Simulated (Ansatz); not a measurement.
# CH6O3Sn: one species, many methods

The task here is to estimate one member of a computed series from the others.

Program: Ansatz 0.2.0, Gaussian basis. Level of theory: functionals in def2-TZVPP, the program's frozen cores in correlated methods. These are calculated values, not measurements.

Plan: LDA (SPW92), PBE-D4, revPBE-D4, BLYP-D4, r2SCAN-D4, B97M-V, PBE0-D4, B3LYP-D4, r2SCANh-D4, r2SCAN0-D4, HSE06-D4, BHLYP-D4, CAM-B3LYP-D4, LC-ωPBE, ωB97X-V, ωB97M-V, B2PLYP, PBE-QIDH; CCSD(T)/def2-SVP; CCSD(T)/def2-TZVPP; MP2/def2-QZVPP; extrapolation to the limit; RPA on PBE.

## The geometry

An earlier PBE0-D4 in a triple-zeta def2 set relaxation fixed the geometry. Sn takes the def2 core potential; no spin-orbit term is included.

SMILES `[CH3][Sn]([OH])([OH])[OH]`, 11 atoms, charge 0, spin multiplicity 1.

Atoms are counted from 1 here; the program's logs count them from 0.

Bond lengths: C1–Sn2 2.109 Å, C1–H6 1.089 Å, C1–H7 1.089 Å, C1–H8 1.089 Å, Sn2–O3 1.959 Å, Sn2–O4 1.959 Å, Sn2–O5 1.959 Å, O3–H9 0.961 Å, O4–H10 0.961 Å, O5–H11 0.961 Å. Angles: Sn2–C1–H6 109.0°, Sn2–C1–H7 108.9°, Sn2–C1–H8 109.1°, H6–C1–H7 109.9°, H6–C1–H8 109.9°, H7–C1–H8 109.9°, C1–Sn2–O3 112.5°, C1–Sn2–O4 112.6°, C1–Sn2–O5 112.6°, O3–Sn2–O4 106.2°, O3–Sn2–O5 106.2°, O4–Sn2–O5 106.2°, Sn2–O3–H9 111.8°, Sn2–O4–H10 111.8°, Sn2–O5–H11 111.8°.

As a file:

| atom | x (Å) | y (Å) | z (Å) |
| --- | --- | --- | --- |
| C1 | -1.6237 | 0.8287 | 0.1558 |
| Sn2 | 0.2471 | -0.1283 | -0.0211 |
| O3 | 0.6222 | -1.3266 | 1.4831 |
| O4 | 1.7382 | 1.1410 | -0.0942 |
| O5 | 0.3819 | -1.2242 | -1.6399 |
| H6 | -1.4939 | 1.7645 | 0.6975 |
| H7 | -2.0143 | 1.0282 | -0.8410 |
| H8 | -2.3076 | 0.1779 | 0.6987 |
| H9 | 1.4915 | -1.1662 | 1.8596 |
| H10 | 2.3266 | 0.9590 | -0.8317 |
| H11 | 0.6972 | -2.1109 | -1.4461 |

The first run:

File in.yaml:

```yaml
crystal:
  periodic: [false, false, false]
  atoms:
    - {symbol: C, position_ang: [-1.623700, 0.828716, 0.155808]}
    - {symbol: Sn, position_ang: [0.247149, -0.128288, -0.021139]}
    - {symbol: O, position_ang: [0.622158, -1.326629, 1.483053]}
    - {symbol: O, position_ang: [1.738154, 1.140977, -0.094167]}
    - {symbol: O, position_ang: [0.381928, -1.224158, -1.639912]}
    - {symbol: H, position_ang: [-1.493872, 1.764478, 0.697485]}
    - {symbol: H, position_ang: [-2.014271, 1.028212, -0.840960]}
    - {symbol: H, position_ang: [-2.307578, 0.177885, 0.698679]}
    - {symbol: H, position_ang: [1.491550, -1.166244, 1.859573]}
    - {symbol: H, position_ang: [2.326572, 0.958982, -0.831713]}
    - {symbol: H, position_ang: [0.697213, -2.110931, -1.446106]}
basis:
  gaussian: {orbitals: def2-TZVPP}
hamiltonian: {xc: lda}
output: {orbitals: {seedname: orbitals}}
```

Started as:

```sh
$ ansatz run in.yaml --threads 4 --pin off --events-out ev --progress --plain --max-ram 10444MiB
```

Steps of the session up to this table: LDA; PBE-D4 (GGA); revPBE-D4 (GGA); BLYP-D4 (GGA); r2SCAN-D4 (meta-GGA); B97M-V (meta-GGA); B3LYP-D4 (hybrid); r2SCANh-D4 (hybrid); r2SCAN0-D4 (hybrid); HSE06-D4 (hybrid); BHLYP-D4 (hybrid); CAM-B3LYP-D4 (range-separated); LC-ωPBE (range-separated); ωB97X-V (range-separated); ωB97M-V (range-separated); B2PLYP (double hybrid); PBE-QIDH (double hybrid).

One of the session's tables, all rows but one given; the rest of the session is left out.

It belongs to the step «Orbital energies across the functionals». 

| functional | HOMO (eV) | gap (eV) |
| --- | --- | --- |
| LDA (SPW92) | ? | ? |
| PBE-D4 | -6.78 | 5.07 |
| revPBE-D4 | -6.70 | 5.12 |
| BLYP-D4 | -6.68 | 4.97 |
| r2SCAN-D4 | -7.14 | 5.78 |
| B97M-V | -7.21 | 5.71 |
| PBE0-D4 | -8.38 | 7.63 |
| B3LYP-D4 | -8.12 | 7.00 |
| r2SCANh-D4 | -7.74 | 6.72 |
| r2SCAN0-D4 | -8.63 | 8.10 |
| HSE06-D4 | -7.97 | 6.85 |
| BHLYP-D4 | -9.84 | 9.93 |
| CAM-B3LYP-D4 | -9.83 | 9.97 |
| LC-ωPBE | -11.18 | 12.70 |
| ωB97X-V | -10.81 | 12.12 |
| ωB97M-V | -10.73 | 11.77 |

**Question.** Estimate the row for LDA (SPW92).

The run gave: HOMO (eV): -6.99; gap (eV): 5.01. In the column «HOMO (eV)» it lies between r2SCAN-D4 (-7.14) and PBE-D4 (-6.78).
